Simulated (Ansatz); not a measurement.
# CH3OZn, SMILES C[O][Zn]: a rigid scan of one bond angle

With Ansatz 0.2.0, Python API.

Run as a notebook:

```python
import warnings

import ansatz as az
from ase import Atoms

warnings.simplefilter("ignore", az.DeckWarning)

atoms = Atoms(["C", "O", "Zn", "H", "H", "H"], positions=[
    [0.428, -0.1877, 0.2918],
    [-0.8015, 0.4991, -0.0961],
    [-1.7362, 0.5469, -1.3579],
    [0.3031, -1.2305, 0.2354],
    [1.198, 0.1375, -0.4317],
    [0.6508, 0.1707, 1.3123],
])

# relax first, so that the scan starts from a minimum
first = (
    az.Crystal.molecule_from_ase(atoms).calculation()
    .basis(gaussian="def2-SVP")
    .functional("r2scan0")
    .spin("collinear", total=1)
    .relax(force_tolerance=0.02, max_steps=80)
)
atoms.positions = first.run(threads=1, pin="off").report["positions_ang"]
```

```python
rows = []
for angle in [90, 100, 110, 120, 135, 150, 165, 179]:
    bent = atoms.copy()
    bent.set_angle(0, 1, 2, angle, indices=[2])
    calculation = az.Crystal.molecule_from_ase(bent).calculation()
    calculation = calculation.basis(gaussian="def2-SVP")
    calculation = calculation.functional("r2scan0")
    calculation = calculation.spin("collinear", total=1)
    rows.append((angle, calculation.run(threads=1, pin="off").report["free_energy_ev"]))
floor = min(e for _, e in rows)
for angle, e in rows:
    print(f"angle C0-O1-Zn2 = {angle:3d} deg   {1000 * (e - floor):9.1f} meV")
```

    angle C0-O1-Zn2 =  90 deg       501.9 meV
    angle C0-O1-Zn2 = 100 deg       230.2 meV
    angle C0-O1-Zn2 = 110 deg        73.1 meV
    angle C0-O1-Zn2 = 120 deg         0.0 meV
    angle C0-O1-Zn2 = 135 deg         1.4 meV
    angle C0-O1-Zn2 = 150 deg        78.6 meV
    angle C0-O1-Zn2 = 165 deg       166.9 meV
    angle C0-O1-Zn2 = 179 deg       209.2 meV

Notes:
- The scan is rigid, and the energies are electronic, in a modest basis. The zero is the lowest point of the grid, which needn't be the minimum.
- The species is open-shell (spin multiplicity 2).
- Timing: 120 s on 1 thread of Arm Neoverse V1, on a shared host, peak memory 0.31 GiB.
